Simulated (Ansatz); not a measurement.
# Sn: pressure up to the limit of the methods

The task here is to estimate one member of a computed series from the others.

Method: DFT PBE, with the methods named in each step, in Ansatz 0.2.0.

1 further run of the same task is left out (it didn't finish).

**The system as given**

The structure is tetragonal, space group I4_1/amd (No. 141). Conventional cell: a = 5.942 Å, b = 5.942 Å, c = 3.268 Å, α = 90.00°, β = 90.00°, γ = 90.00°. Sn (site symmetry -4m2) has 6 Sn at 3.08 to 3.27 Å as nearest neighbours.

Structure file:

```cif
data_structure
_symmetry_space_group_name_H-M 'I4_1/amd:1'
_symmetry_Int_Tables_number 141
_cell_length_a 5.9415
_cell_length_b 5.9415
_cell_length_c 3.2678
_cell_angle_alpha 90.000
_cell_angle_beta 90.000
_cell_angle_gamma 90.000
_cell_volume 115.36
loop_
_atom_site_label
_atom_site_type_symbol
_atom_site_symmetry_multiplicity
_atom_site_Wyckoff_symbol
_atom_site_fract_x
_atom_site_fract_y
_atom_site_fract_z
_atom_site_occupancy
Sn1 Sn 4 b 0.00000 0.00000 0.50000 1
```

The file gives the conventional cell by its symmetry; the runs use the cell typed in the input.

Whether this phase is the stable one at these pressures isn't tested.

Atoms are numbered in the order of the input: Sn1, Sn2.

Set-up of the first run:

Input file input.yaml:

```yaml
crystal:
  lattice:
    - [-2.9707596986, 2.9707596986, 1.6339178342]
    - [2.9707596986, -2.9707596986, 1.6339178342]
    - [2.9707596986, 2.9707596986, -1.6339178342]
  atoms:
    - { symbol: Sn, position: [-0.375, -0.125, -0.25] }
    - { symbol: Sn, position: [0.375, 0.125, 0.25] }
kpoints:
  mp_grid: { grid: [13, 13, 13] }
scf:
  occupations: { method: fermi_dirac, width: 0.05 }
hamiltonian:
  xc: pbe
  pseudopotentials: { kind: paw }
output:
  forces: true
  stress: true
  write_density: true
  write_potential: true
  elf: true
  volumetric_format: npy
relax:
  f_tol: 0.005
  max_steps: 40
  cell: {}
```

Command:

```
ansatz run input.yaml --threads 1 --pin off --max-ram 2048MiB --backend cpu --events-out ev --progress --plain --runs-dir out
```

Among the steps run: Cell relaxed at zero pressure, PAW; Volume scaled by 1, PAW; Shape and atoms relaxed at 0.88 of the volume, PAW; Volume scaled by 0.88, PAW; Volume scaled by 0.88, PAW (cutoff 600 eV); Shape and atoms relaxed at 0.78 of the volume, PAW; Volume scaled by 0.78, PAW; Shape and atoms relaxed at 0.68 of the volume, PAW; Volume scaled by 0.68, PAW; Shape and atoms relaxed at 0.58 of the volume, PAW; Volume scaled by 0.58, PAW; Shape and atoms relaxed at 0.5 of the volume, PAW; Volume scaled by 0.5, PAW; Shape and atoms relaxed at 0.43 of the volume, PAW; Volume scaled by 0.43, PAW; Volume scaled by 0.43, PAW (level accurate).

One table of the session follows, with a row left open; its other results are not shown here.

```
              method  volume over the first  volume (Å³/atom)  pressure (GPa)
                 PAW                      1            28.383            0.00
                 PAW                   0.88            24.977            8.34
                 PAW                   0.78                 ?               ?
                 PAW                   0.68            19.300           46.88
                 PAW                   0.58            16.462           97.50
                 PAW                    0.5            14.191          177.18
                 PAW                   0.43            12.205          308.20
 PAW (cutoff 600 eV)                   0.88            24.977            8.33
PAW (level accurate)                   0.43            12.205          307.95
```

Q: Estimate the row for PAW, 0.78 from the others.

As computed: volume (Å³/atom): 22.139; pressure (GPa): 21.71. In the column «volume (Å³/atom)» it lies between PAW, 0.68 (19.300) and PAW, 0.88 (24.977).
